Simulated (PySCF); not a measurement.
**A gas-phase reaction: Ga4H8N4 + HI → Ga4H7IN4 + H2**

What reaction energy should one expect for `[NH+]12[GaH-]3[NH+]4[GaH-]1[NH+]1[GaH-]2[NH+]3[GaH-]41` + `I` → `[I][Ga-]12[NH+]3[GaH-]4[NH+]5[GaH-]3[NH+]1[GaH-]5[NH+]42` + `[H][H]`?

Programs: PySCF 2.14.0. All values are calculated, for the isolated system unless a continuum is named. Atoms count from 0, parts from 1.

## 1. Starting point

Each species was relaxed by itself at GFN2-xTB.

## 2. Energies of the species: PBE0-D3(BJ)/def2-SVPD

The job: settings as JSON, then the geometry in Å.

```
{"job": {"kind": "react", "xc": "PBE0", "basis": "def2-SVPD", "disp": "d3bj"}, "charge": 0, "multiplicity": 1}
-1 Ga4H8N4 charge 0 multiplicity 1
N     -0.809120    -1.541050    -0.142100
Ga     1.113430    -1.181160    -0.522790
N      0.651150     0.460430    -1.553310
Ga    -1.267200     0.126230    -1.132230
N     -1.139140     1.210320     0.534750
Ga    -0.636920    -0.449340     1.515760
N      1.297360    -0.130880     1.160800
Ga     0.790990     1.502190     0.138840
H     -1.281650    -2.439060    -0.224030
H      2.114840    -2.237460    -0.992940
H      1.030160     0.730550    -2.458760
H     -2.406320     0.239620    -2.146050
H     -1.802720     1.916700     0.846250
H     -1.211480    -0.850900     2.875020
H      2.053400    -0.206330     1.838320
H      1.503200     2.850140     0.262460

-1 HI charge 0 multiplicity 1
I      0.785690     0.003600     0.001500
H     -0.785690    -0.003600    -0.001500

+1 Ga4H7IN4 charge 0 multiplicity 1
I      1.339830     3.525650     1.639520
Ga     0.535010     1.404290     0.650780
N      0.345220    -0.297600     1.671260
Ga     1.187670    -1.261350     0.126680
N     -0.591590    -1.553250    -0.720020
Ga    -1.437390    -0.569090     0.791510
N     -1.260450     1.174650    -0.184880
Ga    -0.380190     0.176100    -1.685820
N      1.427480     0.466380    -0.865390
H      0.557400    -0.440310     2.657960
H      2.291920    -2.299690     0.284950
H     -0.924040    -2.425730    -1.124530
H     -2.692810    -0.985550     1.548240
H     -1.982130     1.888440    -0.278050
H     -0.685140     0.429500    -3.157110
H      2.269210     0.767570    -1.355110

+1 H2 charge 0 multiplicity 1
H      0.388310     0.004300     0.001790
H     -0.388310    -0.004300    -0.001790
```

With the program's defaults for keys left out, this is: PBE0-D3(BJ)/def2-SVPD reaction energy of separated species, gas phase.

Run with:

```
$ OMP_NUM_THREADS=1 python cluster_run.py task.json out
```

The driver reads the jobs from task.json and runs them one after another.

The log of the run:

```text
species 1 (Ga4H8N4)
coarse grid: 69920 points
cycle   1  E = -7920.8643264874  dE = -9.635e-01  |g| = 1.186e+00  |ddm| = 8.122e+00
cycle   2  E = -7920.5320056486  dE =  3.323e-01  |g| = 1.763e+00  |ddm| = 3.437e+00
cycle   3  E = -7921.0697972237  dE = -5.378e-01  |g| = 1.699e-01  |ddm| = 2.209e+00
cycle   4  E = -7921.0759831456  dE = -6.186e-03  |g| = 4.299e-02  |ddm| = 2.770e-01
cycle   5  E = -7921.0762550717  dE = -2.719e-04  |g| = 5.578e-03  |ddm| = 1.014e-01
cycle   6  E = -7921.0762637885  dE = -8.717e-06  |g| = 1.662e-03  |ddm| = 3.962e-02
final grid: 140104 points
cycle   7  E = -7921.0762225942  dE = -2.236e-08  |g| = 1.812e-03  |ddm| = 2.855e-02
cycle   8  E = -7921.0762222339  dE =  3.603e-07  |g| = 2.320e-03  |ddm| = 2.158e-02
cycle   9  E = -7921.0762234015  dE = -1.168e-06  |g| = 3.045e-04  |ddm| = 9.960e-03
cycle  10  E = -7921.0762234172  dE = -1.567e-08  |g| = 4.958e-05  |ddm| = 1.032e-03
cycle  11  E = -7921.0762234177  dE = -4.893e-10  |g| = 4.236e-06  |ddm| = 6.888e-05
converged SCF energy = -7921.0762234177

species 2 (HI)
coarse grid: 10504 points
cycle   1  E = -296.9388056566  dE = -3.009e+01  |g| = 2.870e+00  |ddm| = 8.907e+00
cycle   2  E = -297.1187146625  dE = -1.799e-01  |g| = 2.289e+00  |ddm| = 7.883e+00
cycle   3  E = -298.2626015228  dE = -1.144e+00  |g| = 3.403e-01  |ddm| = 3.261e+00
cycle   4  E = -298.2971666932  dE = -3.457e-02  |g| = 1.631e-01  |ddm| = 7.837e-01
cycle   5  E = -298.3077811926  dE = -1.061e-02  |g| = 2.102e-02  |ddm| = 2.226e-01
cycle   6  E = -298.3079258254  dE = -1.446e-04  |g| = 1.195e-03  |ddm| = 3.486e-02
cycle   7  E = -298.3079264243  dE = -5.989e-07  |g| = 1.296e-04  |ddm| = 2.135e-03
final grid: 19416 points
cycle   8  E = -298.3079284522  dE = -4.797e-09  |g| = 5.196e-05  |ddm| = 3.497e-04
cycle   9  E = -298.3079284524  dE = -2.210e-10  |g| = 3.958e-05  |ddm| = 1.364e-04
cycle  10  E = -298.3079284528  dE = -4.359e-10  |g| = 5.218e-06  |ddm| = 6.470e-05
converged SCF energy = -298.3079284528

species 3 (Ga4H7IN4)
coarse grid: 75480 points
cycle   1  E = -8210.8923412698  dE = -2.543e+01  |g| = 4.534e+00  |ddm| = 1.958e+01
cycle   2  E = -8068.7792594842  dE =  1.421e+02  |g| = 1.348e+01  |ddm| = 5.298e+01
cycle   3  E = -8218.0655979603  dE = -1.493e+02  |g| = 1.006e+00  |ddm| = 5.249e+01
cycle   4  E = -8218.1628750177  dE = -9.728e-02  |g| = 9.019e-01  |ddm| = 5.095e+00
cycle   5  E = -8218.2482725138  dE = -8.540e-02  |g| = 1.946e-01  |ddm| = 1.353e+00
cycle   6  E = -8218.2606124040  dE = -1.234e-02  |g| = 5.367e-02  |ddm| = 5.206e-01
cycle   7  E = -8218.2608558240  dE = -2.434e-04  |g| = 5.000e-02  |ddm| = 2.263e-01
cycle   8  E = -8218.2613780413  dE = -5.222e-04  |g| = 8.105e-03  |ddm| = 7.847e-02
cycle   9  E = -8218.2613933814  dE = -1.534e-05  |g| = 2.974e-03  |ddm| = 3.395e-02
cycle  10  E = -8218.2613957294  dE = -2.348e-06  |g| = 8.266e-04  |ddm| = 9.230e-03
final grid: 148776 points
cycle  11  E = -8218.2613802687  dE =  9.790e-08  |g| = 1.254e-03  |ddm| = 1.173e-02
cycle  12  E = -8218.2613796562  dE =  6.125e-07  |g| = 2.102e-03  |ddm| = 4.950e-03
cycle  13  E = -8218.2613805740  dE = -9.178e-07  |g| = 1.876e-04  |ddm| = 3.157e-03
cycle  14  E = -8218.2613805805  dE = -6.505e-09  |g| = 2.184e-05  |ddm| = 3.154e-04
cycle  15  E = -8218.2613805806  dE = -1.273e-10  |g| = 7.929e-06  |ddm| = 7.955e-05
converged SCF energy = -8218.2613805806

species 4 (H2)
coarse grid: 1240 points
cycle   1  E = -1.1625374235  dE = -2.311e-01  |g| = 1.877e-02  |ddm| = 5.914e-01
cycle   2  E = -1.1626995326  dE = -1.621e-04  |g| = 2.570e-03  |ddm| = 2.640e-02
cycle   3  E = -1.1627025591  dE = -3.027e-06  |g| = 4.434e-05  |ddm| = 3.049e-03
final grid: 10744 points
cycle   4  E = -1.1636527460  dE = -2.152e-06  |g| = 1.933e-04  |ddm| = 1.349e-03
cycle   5  E = -1.1636527679  dE = -2.188e-08  |g| = 3.071e-05  |ddm| = 3.486e-04
cycle   6  E = -1.1636527683  dE = -3.535e-10  |g| = 1.115e-06  |ddm| = 2.966e-05
converged SCF energy = -1.1636527683

Reaction energy = -27.496 kcal/mol
```

Wall time 98 s (1 thread of AMD EPYC 7B13, shared host); peak memory 1.4 GiB.

Species by species (with the dispersion term, which the log's SCF energies lack):

```csv
ν,species,energy (Eh),HOMO (eV)
-1,[NH+]12[GaH-]3[NH+]4[GaH-]1[NH+]1[GaH-]2[NH+]3[GaH-]41,-7921.09636,-7.69
-1,I,-298.30833,-7.95
+1,[I][Ga-]12[NH+]3[GaH-]4[NH+]5[GaH-]3[NH+]1[GaH-]5[NH+]42,-8218.28478,-7.35
+1,[H][H],-1.16372,-11.72
```

## 3. Energies of the species: TPSSh-D3(BJ)/def2-SVPD

Settings changed since step 2:

```diff
@@ -1,2 +1,2 @@
-{"job": {"kind": "react", "xc": "PBE0", "basis": "def2-SVPD", "disp": "d3bj"}, "charge": 0, "multiplicity": 1}
+{"job": {"kind": "react", "xc": "TPSSh", "basis": "def2-SVPD", "disp": "d3bj"}, "charge": 0, "multiplicity": 1}
 -1 Ga4H8N4 charge 0 multiplicity 1
```

With the program's defaults for keys left out, this is: TPSSh-D3(BJ)/def2-SVPD reaction energy of separated species, gas phase.

The log of the run:

```text
species 1 (Ga4H8N4)
coarse grid: 69920 points
cycle   1  E = -7921.9782580272  dE = -9.670e-01  |g| = 1.485e+00  |ddm| = 8.458e+00
cycle   2  E = -7921.2624519240  dE =  7.158e-01  |g| = 2.434e+00  |ddm| = 4.772e+00
cycle   3  E = -7922.2641385777  dE = -1.002e+00  |g| = 3.027e-01  |ddm| = 3.241e+00
cycle   4  E = -7922.2853489481  dE = -2.121e-02  |g| = 6.004e-02  |ddm| = 4.856e-01
cycle   5  E = -7922.2858599788  dE = -5.110e-04  |g| = 1.079e-02  |ddm| = 1.681e-01
cycle   6  E = -7922.2858954337  dE = -3.545e-05  |g| = 3.038e-03  |ddm| = 8.224e-02
cycle   7  E = -7922.2858979330  dE = -2.499e-06  |g| = 4.304e-04  |ddm| = 2.271e-02
final grid: 140104 points
cycle   8  E = -7922.2858528445  dE = -1.350e-07  |g| = 6.712e-04  |ddm| = 2.480e-02
cycle   9  E = -7922.2858526513  dE =  1.932e-07  |g| = 1.205e-03  |ddm| = 5.147e-03
cycle  10  E = -7922.2858529365  dE = -2.852e-07  |g| = 1.563e-04  |ddm| = 2.885e-03
cycle  11  E = -7922.2858529419  dE = -5.437e-09  |g| = 3.017e-05  |ddm| = 4.312e-04
cycle  12  E = -7922.2858529421  dE = -1.837e-10  |g| = 5.956e-06  |ddm| = 7.898e-05
converged SCF energy = -7922.2858529421

species 2 (HI)
coarse grid: 10504 points
cycle   1  E = -296.7317230509  dE = -2.981e+01  |g| = 3.073e+00  |ddm| = 9.058e+00
cycle   2  E = -296.5256359904  dE =  2.061e-01  |g| = 2.680e+00  |ddm| = 8.249e+00
cycle   3  E = -298.1289730677  dE = -1.603e+00  |g| = 4.478e-01  |ddm| = 3.768e+00
cycle   4  E = -298.1822633508  dE = -5.329e-02  |g| = 2.482e-01  |ddm| = 1.108e+00
cycle   5  E = -298.2069416089  dE = -2.468e-02  |g| = 3.819e-02  |ddm| = 3.635e-01
cycle   6  E = -298.2074389572  dE = -4.973e-04  |g| = 2.559e-03  |ddm| = 6.219e-02
cycle   7  E = -298.2074415149  dE = -2.558e-06  |g| = 3.047e-04  |ddm| = 3.756e-03
final grid: 19416 points
cycle   8  E = -298.2074447204  dE = -2.604e-08  |g| = 1.407e-04  |ddm| = 8.883e-04
cycle   9  E = -298.2074447195  dE =  8.787e-10  |g| = 1.511e-04  |ddm| = 4.424e-04
cycle  10  E = -298.2074447292  dE = -9.677e-09  |g| = 1.801e-05  |ddm| = 2.328e-04
cycle  11  E = -298.2074447293  dE = -9.061e-11  |g| = 4.405e-07  |ddm| = 2.633e-05
converged SCF energy = -298.2074447293

species 3 (Ga4H7IN4)
coarse grid: 75480 points
cycle   1  E = -8210.3405491174  dE = -2.372e+01  |g| = 5.138e+00  |ddm| = 1.976e+01
cycle   2  E = -8057.0323803134  dE =  1.533e+02  |g| = 1.608e+01  |ddm| = 7.431e+01
cycle   3  E = -8211.3666196563  dE = -1.543e+02  |g| = 2.920e+00  |ddm| = 7.190e+01
cycle   4  E = -8172.9350397502  dE =  3.843e+01  |g| = 9.633e+00  |ddm| = 2.686e+01
cycle   5  E = -8190.4659896526  dE = -1.753e+01  |g| = 7.355e+00  |ddm| = 1.601e+01
cycle   6  E = -8194.1955744978  dE = -3.730e+00  |g| = 7.044e+00  |ddm| = 3.139e+00
cycle   7  E = -8194.6646308123  dE = -4.691e-01  |g| = 7.017e+00  |ddm| = 2.981e-01
cycle   8  E = -8193.8672897765  dE =  7.973e-01  |g| = 6.975e+00  |ddm| = 6.341e-01
cycle   9  E = -8194.8365049449  dE = -9.692e-01  |g| = 6.999e+00  |ddm| = 6.376e-01
cycle  10  E = -8189.3121389374  dE =  5.524e+00  |g| = 7.260e+00  |ddm| = 7.674e+00
cycle  11  E = -8190.5172483012  dE = -1.205e+00  |g| = 7.219e+00  |ddm| = 3.535e+00
cycle  12  E = -7920.3947208224  dE =  2.701e+02  |g| = 2.197e+01  |ddm| = 2.216e+02
cycle  13  E = -8085.2404104498  dE = -1.648e+02  |g| = 1.028e+01  |ddm| = 1.818e+02
cycle  14  E = -8216.4137967690  dE = -1.312e+02  |g| = 3.937e+00  |ddm| = 7.610e+01
cycle  15  E = -8212.0996772980  dE =  4.314e+00  |g| = 3.704e+00  |ddm| = 2.694e+01
cycle  16  E = -8218.0520944376  dE = -5.952e+00  |g| = 2.247e+00  |ddm| = 7.311e+00
cycle  17  E = -8219.1407036335  dE = -1.089e+00  |g| = 1.006e+00  |ddm| = 5.204e+00
cycle  18  E = -8219.2543411294  dE = -1.136e-01  |g| = 6.198e-01  |ddm| = 3.058e+00
cycle  19  E = -8219.3547551823  dE = -1.004e-01  |g| = 1.736e-01  |ddm| = 1.172e+00
cycle  20  E = -8219.3596181182  dE = -4.863e-03  |g| = 8.526e-02  |ddm| = 3.936e-01
cycle  21  E = -8219.3610615658  dE = -1.443e-03  |g| = 3.501e-02  |ddm| = 1.616e-01
cycle  22  E = -8219.3613573069  dE = -2.957e-04  |g| = 1.328e-02  |ddm| = 6.579e-02
cycle  23  E = -8219.3613891069  dE = -3.180e-05  |g| = 4.978e-03  |ddm| = 2.743e-02
cycle  24  E = -8219.3613948577  dE = -5.751e-06  |g| = 1.575e-03  |ddm| = 1.201e-02
final grid: 148776 points
cycle  25  E = -8219.3614040458  dE =  1.491e-06  |g| = 3.123e-03  |ddm| = 1.837e-02
cycle  26  E = -8219.3613956021  dE =  8.444e-06  |g| = 6.729e-03  |ddm| = 1.587e-02
cycle  27  E = -8219.3614062827  dE = -1.068e-05  |g| = 5.231e-04  |ddm| = 1.080e-02
cycle  28  E = -8219.3614063324  dE = -4.977e-08  |g| = 8.998e-05  |ddm| = 9.057e-04
cycle  29  E = -8219.3614063343  dE = -1.855e-09  |g| = 1.726e-05  |ddm| = 1.913e-04
cycle  30  E = -8219.3614063343  dE = -6.003e-11  |g| = 5.529e-06  |ddm| = 3.450e-05
converged SCF energy = -8219.3614063343

species 4 (H2)
coarse grid: 4944 points
cycle   1  E = -1.1746988337  dE = -2.230e-01  |g| = 2.658e-02  |ddm| = 6.055e-01
cycle   2  E = -1.1750860202  dE = -3.872e-04  |g| = 4.836e-03  |ddm| = 4.811e-02
cycle   3  E = -1.1750968433  dE = -1.082e-05  |g| = 1.917e-04  |ddm| = 6.045e-03
cycle   4  E = -1.1750968587  dE = -1.544e-08  |g| = 8.477e-06  |ddm| = 2.983e-04
final grid: 10744 points
cycle   5  E = -1.1750963434  dE = -1.568e-11  |g| = 2.563e-06  |ddm| = 2.524e-05
converged SCF energy = -1.1750963434

Reaction energy = -29.626 kcal/mol
```

Run time: 3.1 min. Hardware: 1 thread of AMD EPYC 7B13, shared host; peak memory 1.4 GiB.

Reaction energy at this level: -29.63 kcal/mol.

[end of part 1 of 2]
